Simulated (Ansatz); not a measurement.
# NbH: the cost of one run

Method: DFT LDA, scalar-relativistic, plane waves, PAW, in Ansatz 0.2.0.

### 1 The starting structure

Symmetry: I4/mmm, No. 139, tetragonal system. The conventional cell has a = 3.214 Å, b = 3.214 Å, c = 3.969 Å, α = 90.00°, β = 90.00°, γ = 90.00°. Around Nb (site symmetry 4/mmm) lie 6 H at 1.98 to 2.27 Å. Around H (site symmetry 4/mmm) lie 6 Nb at 1.98 to 2.27 Å.

Structure file:

```
CELL_PARAMETERS angstrom
-1.60696 1.60696 1.98430
1.60696 -1.60696 1.98430
1.60696 1.60696 -1.98430
ATOMIC_POSITIONS crystal
Nb 0.00000 0.00000 0.00000
H 0.50000 0.50000 0.00000
```

It goes back to an entry of the Materials Project, which need not be the stable form.

No relaxation comes first: the listed cell is the starting point.

### 2 The reference: the undisturbed cell on the scan's mesh

File input.yaml:

```yaml
crystal:
  lattice:
    - [-1.606964, 1.606964, 1.984301]
    - [1.606964, -1.606964, 1.984301]
    - [1.606964, 1.606964, -1.984301]
  atoms:
    - { symbol: Nb, position: [0.0, 0.0, 0.0] }
    - { symbol: H, position: [0.5, 0.5, 0.0] }
basis:
  ecutwfc: 420
kpoints:
  mp_grid: { grid: [20, 20, 20] }
hamiltonian:
  xc: lda
scf:
  occupations: { method: gaussian, width: 0.15 }
output:
  forces: true
  stress: true
  eigenvalues: true
```

What time and memory should one allow on 1 thread of an Arm CPU, shared host?

About 7.7 s, with a peak of 0.4 GiB.
